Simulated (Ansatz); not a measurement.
# K2Ru: the cost of one run

Computed with Ansatz 0.2.0 (DFT PBE, scalar-relativistic, plane waves, PAW, unless a step's input says otherwise).

### 1 The system as given

Symmetry: P4mm, No. 99, tetragonal system. Conventional cell: a = 4.328 Å, b = 4.328 Å, c = 15.000 Å, α = 90.00°, β = 90.00°, γ = 90.00°. K (site symmetry 2mm) is surrounded by 2 Ru at 2.23 Å. Ru (site symmetry 4mm) has 4 K at 2.23 Å as nearest neighbours.

As a file:

```
CELL_PARAMETERS angstrom
4.32752 0.00000 0.00000
0.00000 4.32752 0.00000
0.00000 0.00000 15.00000
ATOMIC_POSITIONS crystal
K 0.00000 0.50000 0.48166
K 0.50000 0.00000 0.48166
Ru 0.00000 0.00000 0.51834
```

Recipe of the guess: random sheet by layer group and Wyckoff sites. The dimensions are guesses.

It is a sheet, periodic along a and b, with vacuum along c; volumes and pressures of the box carry no meaning, and space groups named for it are those of the box.

### 2 Probe: one point on a coarse mesh

input.yaml

```yaml
crystal:
  lattice:
    - [4.327516, 0.0, 0.0]
    - [0.0, 4.327516, 0.0]
    - [0.0, 0.0, 15.0]
  atoms:
    - { symbol: K, position: [0.0, 0.5, 0.48165567] }
    - { symbol: K, position: [0.5, 0.0, 0.48165567] }
    - { symbol: Ru, position: [0.0, 0.0, 0.51834433] }
  periodic: [true, true, false]
basis:
  ecutwfc: 420
kpoints:
  mp_grid: { grid: [4, 4, 1] }
hamiltonian:
  xc: pbe
scf:
  occupations: { method: gaussian, width: 0.1 }
  lower_state_search: "off"
output:
  forces: true
  stress: true
  eigenvalues: true
```

Launch:

```sh
$ ansatz run input.yaml --threads 1 --pin off --max-ram 2048MiB --backend cpu --events-out ev --progress --plain --runs-dir out
```

**Question.** How long does this run take on 1 thread of Intel Xeon Platinum 8259CL at 2.50GHz (Skylake/Cascade Lake), shared host, and how much memory does it need?

About 9.1 s, with a peak of 0.53 GiB.
